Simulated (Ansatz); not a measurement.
# ZrBr: one crystal by all-electron and frozen-core methods

Does the method matter for ZrBr? The same cell, functional and mesh are run with full-potential LAPW, PAW with frozen cores and datasets made for this crystal.

Method: DFT LDA, scalar-relativistic, in Ansatz 0.2.0.

## (1) Starting point

Symmetry: R-3m, No. 166, trigonal system. Conventional cell: a = 3.503 Å, b = 3.503 Å, c = 28.071 Å, α = 90.00°, β = 90.00°, γ = 120.00°. Zr (site symmetry 3m) has 3 Br at 2.74 Å and 3 Zr at 3.13 Å in its first shell of neighbours. Br (site symmetry 3m) has 3 Zr at 2.74 Å in its first shell of neighbours.

As a file:

```
CELL_PARAMETERS angstrom
1.75155 1.01126 9.35700
-1.75155 1.01126 9.35700
0.00000 -2.02252 9.35700
ATOMIC_POSITIONS crystal
Zr 0.20920 0.20920 0.20920
Zr 0.79080 0.79080 0.79080
Br 0.39170 0.39170 0.39170
Br 0.60830 0.60830 0.60830
```

The structure is an experimental refinement, used without relaxation.

Atoms are numbered in the order of the input: Zr1, Zr2, Br3, Br4.

## (2) Full-potential LAPW

File input.yaml:

```yaml
crystal:
  lattice:
    - [1.7515513874, 1.011258665, 9.357]
    - [-1.7515513874, 1.011258665, 9.357]
    - [0.0, -2.02251733, 9.357]
  atoms:
    - { symbol: Zr, position: [0.2092, 0.2092, 0.2092] }
    - { symbol: Zr, position: [0.7908, 0.7908, 0.7908] }
    - { symbol: Br, position: [0.3917, 0.3917, 0.3917] }
    - { symbol: Br, position: [0.6083, 0.6083, 0.6083] }
kpoints:
  mp_grid: { grid: [10, 10, 10] }
  band_path:
    path:
      - [0.0, 0.0, 0.0]
      - [0.5, 0.5, 0.5]
      - [0.8255465159, 0.1744534841, 0.5]
      - [0.5, -0.1744534841, 0.1744534841]
      - [0.5, 0.0, 0.0]
      - [0.0, 0.0, 0.0]
      - [0.3372267421, -0.3372267421, 0.0]
      - [0.6627732579, 0.0, 0.3372267421]
      - [0.5, 0.0, 0.5]
    npoints: 14
scf:
  occupations: { method: fermi_dirac, width: 0.02 }
hamiltonian:
  xc: lda
  pseudopotentials: { kind: all_electron, lapw: { basis_error: 0.0005 } }
output:
  forces: true
  stress: true
  eigenvalues: true
  fatbands: true
  populations: true
  dos: { projected: true, de: 0.2, e_range: [-14, 8] }
```

Command:

```console
> ansatz run input.yaml --threads 1 --pin off --max-ram 4096MiB --backend cpu --events-out ev --progress --plain --runs-dir out
```

## (3) PAW with frozen cores

Changes to input.yaml since step 2:

```diff
@@ -28,3 +28,3 @@
   xc: lda
-  pseudopotentials: { kind: all_electron, lapw: { basis_error: 0.0005 } }
+  pseudopotentials: { kind: paw }
 output:
@@ -33,4 +33,9 @@
   eigenvalues: true
-  fatbands: true
+  efg: { contact_densities: true }
   populations: true
+  bader: true
   dos: { projected: true, de: 0.2, e_range: [-14, 8] }
+  write_density: true
+  write_potential: true
+  elf: true
+  volumetric_format: npy
```

## (4) Datasets made for this crystal

Changes to input.yaml since step 3:

```diff
@@ -23,3 +23,3 @@
       - [0.5, 0.0, 0.5]
-    npoints: 14
+    npoints: 8
 scf:
@@ -28,3 +28,3 @@
   xc: lda
-  pseudopotentials: { kind: paw }
+  pseudopotentials: { kind: all_electron, datasets: crystal }
 output:
@@ -34,8 +34 @@
   efg: { contact_densities: true }
-  populations: true
-  bader: true
-  dos: { projected: true, de: 0.2, e_range: [-14, 8] }
-  write_density: true
-  write_potential: true
-  elf: true
-  volumetric_format: npy
```

(Steps that only read results are left out.)

**Question.** What will these runs give? Wanted: pressure; gap; largest force; Bader charges; highest ELF.

The runs gave:

```
           quantity                                               value
           pressure   LAPW -3.23, PAW -3.25, crystal datasets -3.23 GPa
         gap (LAPW)                                                none
      largest force  LAPW 0.456, PAW 0.456, crystal datasets 0.456 eV/Å
Bader charges (PAW)                              Zr1 +0.63, Br3 -0.63 e
  highest ELF (PAW)                                0.91, 0.88 Å from Br
```

In words: The pressure of -3.2 GPa pushes the cell to shrink, with the atoms held in place. There is no gap at this level: the crystal is a metal or semimetal here, or the functional closes a real gap. Zr 4d carries the largest share, 95 %, of the projected states within 0.3 eV of the Fermi level. The projection holds only the free atom's occupied shells (Zr 5s, Zr 4d, Br 4p in this range). The field gradient at Br3, the largest by crystal datasets, is 2.83 by PAW and 2.82 by crystal datasets (10²¹ V/m²), within 5 %. Spin–orbit coupling is left out, which moves gradients at and beside heavy atoms by some per cent and at worst by a factor of two. PAW lies -0.02 GPa from LAPW in pressure. The forces differ by at most 2 meV/Å in a component, on a largest force of 0.456 eV/Å. The price, with the outputs that each input asks for: 2 min for LAPW against 33 s for PAW, about 4 to one.
